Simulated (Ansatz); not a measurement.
I need a geometry optimisation of C2H7ClGe2, SMILES C=[CH][GeH2][GeH2][Cl]. Use Ansatz's Python interface. Settings: CAM-B3LYP, def2-SVP basis, multiplicity 1.

```yaml
atoms:
  - { symbol: C, position_ang: [-1.9592, 0.7952, 0.3385] }
  - { symbol: C, position_ang: [-1.5475, -0.3230, -0.2572] }
  - { symbol: Ge, position_ang: [0.1610, -1.0930, 0.1738] }
  - { symbol: Ge, position_ang: [1.8872, 0.4899, -0.3166] }
  - { symbol: Cl, position_ang: [3.8106, -0.3631, 0.1930] }
  - { symbol: H, position_ang: [-2.9248, 1.2214, 0.0868] }
  - { symbol: H, position_ang: [-1.3384, 1.2921, 1.0774] }
  - { symbol: H, position_ang: [-2.1772, -0.8089, -0.9953] }
  - { symbol: H, position_ang: [0.3797, -2.3747, -0.6695] }
  - { symbol: H, position_ang: [0.2014, -1.4479, 1.6819] }
  - { symbol: H, position_ang: [1.8550, 0.8350, -1.8273] }
  - { symbol: H, position_ang: [1.6524, 1.7771, 0.5145] }
```

Script `opt.py`:
```python
"""Relax the C2H7ClGe2 molecule."""

import warnings

import ansatz as az
import numpy as np
import pandas as pd

SETTINGS = {
    "basis": "def2-SVP",
    "functional": "cam_b3lyp",
}


def main() -> None:
    warnings.simplefilter("ignore", az.DeckWarning)

    geometry_ang = [
        ("C", (-1.9592, 0.7952, 0.3385)),
        ("C", (-1.5475, -0.323, -0.2572)),
        ("Ge", (0.161, -1.093, 0.1738)),
        ("Ge", (1.8872, 0.4899, -0.3166)),
        ("Cl", (3.8106, -0.3631, 0.193)),
        ("H", (-2.9248, 1.2214, 0.0868)),
        ("H", (-1.3384, 1.2921, 1.0774)),
        ("H", (-2.1772, -0.8089, -0.9953)),
        ("H", (0.3797, -2.3747, -0.6695)),
        ("H", (0.2014, -1.4479, 1.6819)),
        ("H", (1.855, 0.835, -1.8273)),
        ("H", (1.6524, 1.7771, 0.5145)),
    ]
    geometry = az.Crystal.molecule()
    for symbol, xyz in geometry_ang:
        geometry = geometry.atom(symbol, xyz)

    base = geometry.calculation()
    base = base.basis(gaussian=SETTINGS["basis"]).functional(SETTINGS["functional"])
    symbols = [site.symbol for site in geometry.cartesian_sites]
    start = np.array([site.position_ang for site in geometry.cartesian_sites], dtype=float)
    def progress(event):
        if event["event"] == "relax_step":
            row = event["data"]
            print(f"step {row['step']:3d}  E = {row['lagrangian_ev']:.6f} eV  max force {row['allowed_force_max_ev_ang']:.4f} eV/A")


    summary = base.relax(force_tolerance=0.02, max_steps=100).session().plan().execute(on_event=progress).report
    end = np.array(summary["positions_ang"])

    for key in ("converged", "free_energy_ev", "reference_energy_ev", "n_frozen", "n_occupied", "n_virtual"):
        print(f"{key:22s} {summary[key]}")

    print("bond        before    after (A)")
    for i, j in [(0, 1), (0, 5), (0, 6), (1, 2), (1, 7), (2, 3), (2, 8), (2, 9), (3, 4), (3, 10), (3, 11)]:
        d0, d1 = (np.linalg.norm(xyz[i] - xyz[j]) for xyz in (start, end))
        print(f"{symbols[i]}{i}-{symbols[j]}{j}".ljust(10), f"{d0:8.4f} {d1:8.4f}")

    charges = summary["charge_distribution"]
    table = pd.DataFrame({"atom": symbols, "mulliken": charges["mulliken_charges_e"], "lowdin": charges["lowdin_charges_e"]})
    print(table.round(3).to_string())
    print("dipole (e A):", np.round(charges["dipole_moment_e_ang"], 4) + 0.0)
    with open("c2h7clge2_opt.xyz", "w") as handle:
        handle.write(f"{len(symbols)}\nrelaxed C2H7ClGe2\n")
        handle.writelines(f"{s:2s} {x:11.6f} {y:11.6f} {z:11.6f}\n" for s, (x, y, z) in zip(symbols, end))


if __name__ == "__main__":
    main()
```

```console
$ python opt.py
step   1  E = -127733.343511 eV  max force 0.8274 eV/A
step   2  E = -127733.381367 eV  max force 0.3544 eV/A
step   3  E = -127733.402583 eV  max force 0.2727 eV/A
step   4  E = -127733.403606 eV  max force 0.2223 eV/A
step   5  E = -127733.408890 eV  max force 0.2012 eV/A
step   6  E = -127733.403561 eV  max force 0.1032 eV/A
step   7  E = -127733.411822 eV  max force 0.1028 eV/A
step   8  E = -127733.414598 eV  max force 0.0651 eV/A
step   9  E = -127733.414886 eV  max force 0.2584 eV/A
step  10  E = -127733.418956 eV  max force 0.1650 eV/A
step  11  E = -127733.423571 eV  max force 0.1405 eV/A
step  12  E = -127733.433257 eV  max force 0.0475 eV/A
step  13  E = -127733.433277 eV  max force 0.2933 eV/A
step  14  E = -127733.437581 eV  max force 0.1248 eV/A
step  15  E = -127733.440008 eV  max force 0.1013 eV/A
step  16  E = -127733.440546 eV  max force 0.0716 eV/A
step  17  E = -127733.442639 eV  max force 0.0179 eV/A
step  18  E = -127733.442838 eV  max force 0.0344 eV/A
step  19  E = -127733.442979 eV  max force 0.0245 eV/A
step  20  E = -127733.443019 eV  max force 0.0212 eV/A
step  21  E = -127733.443040 eV  max force 0.0171 eV/A
converged              True
free_energy_ev         -127733.44318908166
reference_energy_ev    -127733.44318908166
n_frozen               0
n_occupied             [50, 50]
n_virtual              [95, 95]
bond        before    after (A)
C0-C1        1.3322   1.3334
C0-H5        1.0851   1.0952
C0-H6        1.0855   1.0952
C1-Ge2       1.9229   1.9421
C1-H7        1.0851   1.0964
Ge2-Ge3      2.3929   2.4263
Ge2-H8       1.5498   1.5361
Ge2-H9       1.5498   1.5358
Ge3-Cl4      2.1649   2.1806
Ge3-H10      1.5500   1.5365
Ge3-H11      1.5501   1.5359
   atom  mulliken  lowdin
0     C    -0.031   0.024
1     C    -0.179  -0.087
2    Ge     0.267   0.122
3    Ge     0.382  -0.013
4    Cl    -0.276   0.104
5     H     0.037   0.006
6     H     0.039   0.009
7     H     0.036   0.020
8     H    -0.061  -0.039
9     H    -0.070  -0.038
10    H    -0.073  -0.054
11    H    -0.071  -0.053
dipole (e A): [-0.5508  0.1942 -0.0911]
```

File `c2h7clge2_opt.xyz` afterwards:
```text
12
relaxed C2H7ClGe2
C    -2.344828    0.513348    0.522193
C    -1.485672   -0.063370   -0.318693
Ge    0.183748   -0.877015    0.249542
Ge    2.080035    0.435054   -0.505263
Cl    3.880674   -0.632348    0.105871
H    -3.275624    0.971487    0.171283
H    -2.164761    0.553419    1.601696
H    -1.723810   -0.073953   -1.388841
H     0.325546   -2.291364   -0.332914
H     0.208391   -0.940458    1.783790
H     2.159540    0.580547   -2.032749
H     2.156960    1.824753    0.144086
```

Notes:
- The settings weren't tested for convergence.
- The end point is the stationary point reached from this start; no frequency run checks that it is a minimum, and the basis set is modest.
- The Löwdin charges here are taken after orthogonalising the functions within each atom; they differ from plain Löwdin charges, and their signs can be unphysical.
- It ran for 4.5 min on 1 thread of Arm Neoverse V2, on a shared host, peak memory 0.68 GiB.

(Lines on the test bed's own set-up are left out of the output.)
